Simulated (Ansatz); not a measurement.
I need a single point in a Gaussian basis of C3H3NSSe, SMILES Sc1ccn[se]1. Use the Python package of Ansatz (0.2.0). Use: PBE, cc-pVDZ basis, multiplicity 1.

```yaml
atoms:
  - { symbol: S, position_ang: [2.4593, 0.0140, -0.5831] }
  - { symbol: C, position_ang: [0.7519, 0.4163, -0.2377] }
  - { symbol: C, position_ang: [-0.2111, -0.5729, -0.1948] }
  - { symbol: C, position_ang: [-1.5228, -0.2386, 0.0737] }
  - { symbol: N, position_ang: [-1.8564, 1.0461, 0.2914] }
  - { symbol: Se, position_ang: [-0.1420, 2.1154, 0.1279] }
  - { symbol: H, position_ang: [2.7483, -0.1663, 0.7825] }
  - { symbol: H, position_ang: [0.0569, -1.6074, -0.3697] }
  - { symbol: H, position_ang: [-2.2840, -1.0066, 0.1098] }
```

Script `energy.py`:
```python
"""Single point of C3H3NSSe."""

from pathlib import Path

import ansatz as az
import numpy as np
import pandas as pd

geometry_ang = [
    ("S", [2.4593, 0.014, -0.5831]),
    ("C", [0.7519, 0.4163, -0.2377]),
    ("C", [-0.2111, -0.5729, -0.1948]),
    ("C", [-1.5228, -0.2386, 0.0737]),
    ("N", [-1.8564, 1.0461, 0.2914]),
    ("Se", [-0.142, 2.1154, 0.1279]),
    ("H", [2.7483, -0.1663, 0.7825]),
    ("H", [0.0569, -1.6074, -0.3697]),
    ("H", [-2.284, -1.0066, 0.1098]),
]
mol = az.Crystal.molecule()
for symbol, xyz in geometry_ang:
    mol = mol.atom(symbol, xyz)

calculation = mol.calculation().basis(gaussian="cc-pVDZ").functional("pbe").forces().orbitals()
out = calculation.run(runs_dir="c3h3nsse_runs")
summary = out.report

print(f"E = {summary['free_energy_ev']:.6f} eV = {summary['free_energy_ev'] / 27.211386246:.7f} Ha")
print("converged:", summary["converged"], " doubts:", summary["published_state_doubts"] or "none")

state = summary["mean_field"]["state"]
print(f"mean field: {state['energy']['hartree']:.7f} Ha, <S^2> = {abs(state['spin_squared']):.4f}, stability: {state.get('stability', {}).get('kind')}")

symbols = [site.symbol for site in mol.cartesian_sites]
print("forces (eV/A)")
for symbol, f in zip(symbols, summary["forces_ev_ang"]):
    print(f"  {symbol:2s} {f[0]:9.4f} {f[1]:9.4f} {f[2]:9.4f}")

charges = summary["charge_distribution"]
table = pd.DataFrame({"atom": symbols, "mulliken": charges["mulliken_charges_e"], "lowdin": charges["lowdin_charges_e"]})
print(table.round(3).to_string())
print("dipole (e A):", np.round(charges["dipole_moment_e_ang"], 4) + 0.0)

lines = Path(summary["orbitals_path"]).read_text().splitlines()
field_of = lambda key: [line.split("=")[1].strip() for line in lines if line.startswith(key)]
orbitals = [(27.211386 * float(e), s, float(n)) for e, s, n in zip(field_of("Ene="), field_of("Spin="), field_of("Occup="))]
homo = max(e for e, _, n in orbitals if n > 0.5)
lumo = min(e for e, _, n in orbitals if n < 0.5)
print(f"HOMO {homo:.3f} eV, LUMO {lumo:.3f} eV, gap {lumo - homo:.3f} eV")
```

```console
$ python energy.py
E = -80813.090339 eV = -2969.8262929 Ha
converged: True  doubts: none
mean field: -2969.8262929 Ha, <S^2> = 0.0000, stability: minimum
forces (eV/A)
  S    -0.0186    0.3692    1.0331
  C    -0.7033    0.4104    0.1211
  C     1.6644   -0.6771   -0.4443
  C    -0.6220    2.7016    0.4471
  N     1.1280    0.0858   -0.1837
  Se   -1.0214   -2.1167   -0.1140
  H     0.0853    0.0896   -0.8306
  H     0.3245   -0.5879   -0.1385
  H    -0.8368   -0.2749    0.1097
  atom  mulliken  lowdin
0    S    -0.023   0.283
1    C    -0.344  -0.422
2    C     0.121  -0.143
3    C     0.139  -0.186
4    N    -0.321   0.007
5   Se     0.295   0.425
6    H     0.120  -0.003
7    H    -0.015   0.019
8    H     0.028   0.020
dipole (e A): [ 0.2556 -0.2792  0.1141]
HOMO -6.057 eV, LUMO -2.577 eV, gap 3.479 eV
```

Reading the output:
- Total energies depend on the basis set; only differences at equal settings carry meaning.
- The geometry is a force-field or estimated start, not a minimum of this method, and the basis set is short of its limit.
- The Löwdin charges here are taken after orthogonalising the functions within each atom; they differ from plain Löwdin charges, and their signs can be unphysical.
- Levels such as HOMO and LUMO are orbital energies: with these approximate functionals they aren't the ionisation energy and electron affinity, and their gap isn't the fundamental gap.
- Hardware and time: 6.5 s on 1 thread of Arm Neoverse V1, with other jobs on the host, peak memory 0.29 GiB.
